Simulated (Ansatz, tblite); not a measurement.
# C22H24Se3Si2: a ladder of methods and basis sets

An exercise on one series of results from a longer session: the logs are not shown, and one member is left open.

Computed with Ansatz 0.2.0, Gaussian basis. Level: as each input shows.

The runs, in order: GFN1-xTB, GFN2-xTB, PBE-D4/def2-TZVP, r2SCAN-D4/def2-TZVP, PBE-D4/def2-SVP, PBE0-D4/def2-SVP.

1 further run of the same task is left out (set aside as unsound or not needed).

## The relaxed structure

The singlet was relaxed beforehand with PBE-D4/def2-SVP.

SMILES `C[Si](C)(C)C#Cc1ccc(-c2ccc(-c3ccc(C#C[Si](C)(C)C)[se]3)[se]2)[se]1`, 51 atoms, charge 0, spin multiplicity 1.

Bond lengths: C1–Si2 1.891 Å, C1–H28 1.109 Å, C1–H29 1.109 Å, C1–H30 1.110 Å, Si2–C3 1.890 Å, Si2–C4 1.891 Å, Si2–C5 1.848 Å, C3–H31 1.110 Å, C3–H32 1.109 Å, C3–H33 1.109 Å, C4–H34 1.109 Å, C4–H35 1.109 Å, C4–H36 1.110 Å, C5–C6 1.240 Å, C6–C7 1.402 Å, C7–C8 1.396 Å, C7–Se27 1.901 Å, C8–C9 1.414 Å and more. Angles: Si2–C1–H28 111.0°, Si2–C1–H29 111.0°, Si2–C1–H30 110.5°, H28–C1–H29 108.0°, H28–C1–H30 108.2°, H29–C1–H30 108.1°, C1–Si2–C3 110.5°, C1–Si2–C4 110.3°, C1–Si2–C5 108.5°, C3–Si2–C4 110.6°, C3–Si2–C5 108.3°, C4–Si2–C5 108.5°, Si2–C3–H31 110.5°, Si2–C3–H32 111.0°, Si2–C3–H33 111.0°, H31–C3–H32 108.1°, H31–C3–H33 108.1°, H32–C3–H33 108.0° and more.

PBE0-D4/def2-TZVP was run before; its log isn't repeated, and its numbers join the tables.

Set-up of the first run:

Tight binding, by tblite at 300 K electronic temperature and without a spin-polarisation term:

```python
tblite.interface.Calculator('GFN1-xTB', numbers, positions, charge=0, uhf=0).singlepoint()
```

Tight binding, by tblite at 300 K electronic temperature and without a spin-polarisation term:

```python
tblite.interface.Calculator('GFN2-xTB', numbers, positions, charge=0, uhf=0).singlepoint()
```

start.molden holds the orbitals of an earlier run on this state, given as this run's starting guess.

Input file in.yaml:

```yaml
crystal:
  periodic: [false, false, false]
  atoms:
    - {symbol: C, position_ang: [10.155421, -1.139345, -1.447800]}
    - {symbol: Si, position_ang: [9.602358, 0.275751, -0.322168]}
    - {symbol: C, position_ang: [10.233402, 1.930805, -0.982336]}
    - {symbol: C, position_ang: [10.213355, -0.011735, 1.444005]}
    - {symbol: C, position_ang: [7.754867, 0.324913, -0.304278]}
    - {symbol: C, position_ang: [6.515633, 0.360757, -0.293372]}
    - {symbol: C, position_ang: [5.113668, 0.371848, -0.268498]}
    - {symbol: C, position_ang: [4.231233, 1.375582, -0.672337]}
    - {symbol: C, position_ang: [2.856787, 1.081543, -0.518275]}
    - {symbol: C, position_ang: [2.550396, -0.171523, 0.017634]}
    - {symbol: C, position_ang: [1.260312, -0.740733, 0.286661]}
    - {symbol: C, position_ang: [0.942196, -1.990631, 0.819747]}
    - {symbol: C, position_ang: [-0.434249, -2.274255, 0.970257]}
    - {symbol: C, position_ang: [-1.312984, -1.266490, 0.567101]}
    - {symbol: C, position_ang: [-2.751771, -1.283003, 0.606939]}
    - {symbol: C, position_ang: [-3.577658, -2.312774, 1.068130]}
    - {symbol: C, position_ang: [-4.968500, -2.072277, 0.995787]}
    - {symbol: C, position_ang: [-5.346410, -0.833820, 0.471804]}
    - {symbol: C, position_ang: [-6.630814, -0.308231, 0.274219]}
    - {symbol: C, position_ang: [-7.758512, 0.173598, 0.091967]}
    - {symbol: Si, position_ang: [-9.440649, 0.889848, -0.178536]}
    - {symbol: C, position_ang: [-9.675004, 1.199577, -2.029368]}
    - {symbol: C, position_ang: [-10.721706, -0.348702, 0.455326]}
    - {symbol: C, position_ang: [-9.562677, 2.517612, 0.776507]}
    - {symbol: Se, position_ang: [-3.802020, 0.168679, 0.000841]}
    - {symbol: Se, position_ang: [-0.334266, 0.220567, -0.080339]}
    - {symbol: Se, position_ang: [4.145177, -1.124665, 0.391750]}
    - {symbol: H, position_ang: [9.788289, -0.991094, -2.483436]}
    - {symbol: H, position_ang: [9.766317, -2.111553, -1.082998]}
    - {symbol: H, position_ang: [11.263333, -1.201480, -1.479024]}
    - {symbol: H, position_ang: [11.343040, 1.939998, -1.009336]}
    - {symbol: H, position_ang: [9.862245, 2.117021, -2.010412]}
    - {symbol: H, position_ang: [9.897331, 2.769126, -0.339212]}
    - {symbol: H, position_ang: [9.825284, -0.968851, 1.847774]}
    - {symbol: H, position_ang: [9.880633, 0.803543, 2.117731]}
    - {symbol: H, position_ang: [11.322433, -0.051319, 1.470186]}
    - {symbol: H, position_ang: [4.602341, 2.325601, -1.081354]}
    - {symbol: H, position_ang: [2.068250, 1.795147, -0.802631]}
    - {symbol: H, position_ang: [1.724656, -2.710738, 1.104346]}
    - {symbol: H, position_ang: [-0.796045, -3.228454, 1.378523]}
    - {symbol: H, position_ang: [-3.164386, -3.251471, 1.463594]}
    - {symbol: H, position_ang: [-5.723461, -2.799670, 1.325591]}
    - {symbol: H, position_ang: [-9.586193, 0.255265, -2.603566]}
    - {symbol: H, position_ang: [-10.677851, 1.632635, -2.228128]}
    - {symbol: H, position_ang: [-8.912250, 1.906950, -2.413939]}
    - {symbol: H, position_ang: [-10.579908, -0.549621, 1.536644]}
    - {symbol: H, position_ang: [-10.643625, -1.313337, -0.086172]}
    - {symbol: H, position_ang: [-11.749085, 0.046646, 0.309543]}
    - {symbol: H, position_ang: [-10.562985, 2.978360, 0.635415]}
    - {symbol: H, position_ang: [-9.407786, 2.353060, 1.861961]}
    - {symbol: H, position_ang: [-8.798140, 3.241385, 0.427525]}
basis:
  gaussian: {orbitals: def2-TZVP, fitting: {mean_field: def2-universal-jkfit}, initial_orbitals: start.molden}
hamiltonian: {xc: pbe, dispersion: d4}
scf: {omitted_lower_state_checks: [starts]}
output: {orbitals: {seedname: orbitals}}
```

Launch:

```bash
$ ansatz run in.yaml --threads 2 --pin off --events-out ev --progress --plain --max-ram 32768MiB --backend cuda --devices 0, --max-vram 18GiB
```

Steps of the session up to this table: PBE-D4/def2-TZVP; r2SCAN-D4/def2-TZVP; PBE-D4/def2-SVP; PBE0-D4/def2-SVP.

One table of the session follows, with a row left open; its other results are not shown here.

It belongs to the step «Binding energy». 

| level | binding an atom (eV) |
| --- | --- |
| PBE-D4/def2-SVP | 4.845 |
| PBE-D4/def2-TZVP | 4.797 |
| r2SCAN-D4/def2-TZVP | ? |
| PBE0-D4/def2-SVP | 4.746 |
| PBE0-D4/def2-TZVP | 4.696 |

Q: Estimate the row for r2SCAN-D4/def2-TZVP from the others.

As computed: binding an atom (eV): 4.667. In the column «binding an atom (eV)» it is the lowest.

To keep in mind: Free atoms were run apart at each level; binding is atoms less cluster, divided by the number of atoms, without zero-point or spin-orbit terms.
